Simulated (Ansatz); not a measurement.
C₄H₉NSi, SMILES C=CC/C=N/[SiH3], a single point in a Gaussian basis

Program: Ansatz 0.2.0, Python API.

The script reads `c4h9nsi.xyz`:
```text
15

C    -2.27830    0.68950   -0.21580
C    -1.74000    0.29900    0.94340
C    -0.77800   -0.85300    1.02070
C     0.58290   -0.44800    0.53890
N     0.79570   -0.25610   -0.71420
Si    2.39560    0.21870   -1.32930
H    -2.97430    1.52170   -0.23810
H    -2.03280    0.18390   -1.14480
H    -2.01470    0.81910    1.85650
H    -1.15440   -1.71930    0.43430
H    -0.69540   -1.17190    2.08150
H     1.38570   -0.33260    1.26380
H     3.38190   -0.81460   -0.98010
H     2.33390    0.36400   -2.79110
H     2.79240    1.49960   -0.72560
```

`run_energy.py`
```python
from pathlib import Path
import json

import ansatz
import numpy as np


def main() -> None:
    mol = ansatz.Crystal.molecule_from_extxyz("c4h9nsi.xyz")

    calculation = mol.calculation().basis(gaussian="def2-SVP").functional("CAM-B3LYP").forces().orbitals()
    print(calculation.to_yaml())
    res = calculation.run(threads=1, pin="off", runs_dir="runs")
    rep = res.report

    print(f"E = {rep['free_energy_ev']:.6f} eV = {rep['free_energy_ev'] / 27.211386246:.7f} Ha")
    print("converged:", rep["converged"], " doubts:", rep["published_state_doubts"] or "none")

    field = rep["mean_field"]
    print("<S^2> =", round(abs(field["state"]["spin_squared"]), 4), " relativity:", field["relativity"])
    print("passes:", field["passes"])
    if "symmetry" in field:
        print("occupied orbitals by irrep:", field["symmetry"]["occupied"])

    symbols = [site.symbol for site in mol.cartesian_sites]
    print("forces (eV/A)")
    for symbol, f in zip(symbols, rep["forces_ev_ang"]):
        print(f"  {symbol:2s} {f[0]:9.4f} {f[1]:9.4f} {f[2]:9.4f}")

    charges = rep["charge_distribution"]
    dipole = np.array(charges["dipole_moment_e_ang"]) * 4.803205
    print("dipole (D): {:.3f} {:.3f} {:.3f}, length {:.3f}".format(*dipole, np.linalg.norm(dipole)))
    print("atom  Mulliken   Lowdin")
    for symbol, m, l in zip(symbols, charges["mulliken_charges_e"], charges["lowdin_charges_e"]):
        print(f"{symbol:4s} {m:9.3f} {l:8.3f}")

    lines = Path(rep["orbitals_path"]).read_text().splitlines()
    field_of = lambda key: [line.split("=")[1].strip() for line in lines if line.startswith(key)]
    orbitals = [(27.211386 * float(e), s, float(n)) for e, s, n in zip(field_of("Ene="), field_of("Spin="), field_of("Occup="))]
    homo = max(e for e, _, n in orbitals if n > 0.5)
    lumo = min(e for e, _, n in orbitals if n < 0.5)
    for e, spin, n in sorted(orbitals):
        if homo - 6 < e < lumo + 5:
            print(f"{spin:6s} {e:10.3f} eV  occupation {n:.0f}")
    with open("c4h9nsi.json", "w") as handle:
        json.dump({k: rep[k] for k in ("free_energy_ev", "reference_energy_ev", "n_occupied", "n_virtual")}, handle, indent=1)


if __name__ == "__main__":
    main()
```

```console
$ python run_energy.py
crystal:
  periodic: [false, false, false]
  atoms:
    - { symbol: C, position_ang: [-2.2783, 0.6895, -0.2158] }
    - { symbol: C, position_ang: [-1.74, 0.299, 0.9434] }
    - { symbol: C, position_ang: [-0.778, -0.853, 1.0207] }
    - { symbol: C, position_ang: [0.5829, -0.448, 0.5389] }
    - { symbol: "N", position_ang: [0.7957, -0.2561, -0.7142] }
    - { symbol: Si, position_ang: [2.3956, 0.2187, -1.3293] }
    - { symbol: H, position_ang: [-2.9743, 1.5217, -0.2381] }
    - { symbol: H, position_ang: [-2.0328, 0.1839, -1.1448] }
    - { symbol: H, position_ang: [-2.0147, 0.8191, 1.8565] }
    - { symbol: H, position_ang: [-1.1544, -1.7193, 0.4343] }
    - { symbol: H, position_ang: [-0.6954, -1.1719, 2.0815] }
    - { symbol: H, position_ang: [1.3857, -0.3326, 1.2638] }
    - { symbol: H, position_ang: [3.3819, -0.8146, -0.9801] }
    - { symbol: H, position_ang: [2.3339, 0.364, -2.7911] }
    - { symbol: H, position_ang: [2.7924, 1.4996, -0.7256] }
basis:
  gaussian:
    orbitals: def2-SVP
hamiltonian:
  xc: cam_b3lyp
output:
  orbitals: {}
  forces: true

E = -13651.178864 eV = -501.6715701 Ha
converged: True  doubts: none
<S^2> = 0.0  relativity: none
passes: {'evaluations': 16, 'products': 14}
occupied orbitals by irrep: [{'A': 27}, {'A': 27}]
forces (eV/A)
  C     0.1125   -0.0753    0.7370
  C    -0.5152   -0.0365   -0.9794
  C    -0.0848   -0.3115    1.0908
  C     0.1210   -0.0400   -2.5595
  N     0.2736   -0.1163    1.1569
  Si   -0.8630   -0.1982    0.2116
  H    -0.1688    0.2244   -0.1344
  H     0.0438   -0.0476   -0.2373
  H     0.0546    0.1201    0.2999
  H     0.2484    0.3625    0.0822
  H    -0.0436   -0.0801   -0.3429
  H     0.3319    0.0799    0.7381
  H     0.3221   -0.2585    0.0600
  H    -0.0091    0.0197   -0.2493
  H     0.1765    0.3573    0.1262
dipole (D): 0.248 -0.186 1.475, length 1.507
atom  Mulliken   Lowdin
C       -0.007    0.021
C       -0.115   -0.047
C        0.132   -0.021
C        0.000   -0.014
N       -0.319   -0.036
Si       0.504    0.329
H        0.021    0.002
H        0.030    0.004
H        0.008    0.010
H        0.051    0.031
H       -0.002    0.009
H        0.009   -0.008
H       -0.106   -0.095
H       -0.100   -0.092
H       -0.105   -0.094
Alpha     -14.118 eV  occupation 2
Alpha     -13.683 eV  occupation 2
Alpha     -13.035 eV  occupation 2
Alpha     -11.918 eV  occupation 2
Alpha     -11.605 eV  occupation 2
Alpha     -11.431 eV  occupation 2
Alpha     -11.085 eV  occupation 2
Alpha      -9.843 eV  occupation 2
Alpha      -8.758 eV  occupation 2
Alpha      -8.207 eV  occupation 2
Alpha       0.262 eV  occupation 0
Alpha       1.839 eV  occupation 0
Alpha       2.224 eV  occupation 0
Alpha       2.974 eV  occupation 0
Alpha       3.334 eV  occupation 0
Alpha       3.950 eV  occupation 0
Alpha       4.134 eV  occupation 0
Alpha       4.226 eV  occupation 0
Alpha       4.456 eV  occupation 0
Alpha       4.952 eV  occupation 0
```

File `c4h9nsi.json` afterwards:
```json
{
 "free_energy_ev": -13651.178863669373,
 "reference_energy_ev": -13651.178863669373,
 "n_occupied": [
  27,
  27
 ],
 "n_virtual": [
  106,
  106
 ]
}
```

Total energies depend on the basis set; only differences at equal settings carry meaning. The geometry is a force-field or estimated start, not a minimum of this method, and the basis set is short of its limit. The Löwdin charges here are taken after orthogonalising the functions within each atom; they differ from plain Löwdin charges, and their signs can be unphysical. Alpha marks a spatial orbital of a restricted run, filled by both spins. Levels such as HOMO and LUMO are orbital energies: with these approximate functionals they aren't the ionisation energy and electron affinity, and their gap isn't the fundamental gap. The whole script took 5.6 s on 1 thread of Intel(R) Xeon(R) 6975P-C (Granite Rapids) (shared host), peak memory 0.42 GiB.

(Lines on the test bed's own set-up are left out of the output.)
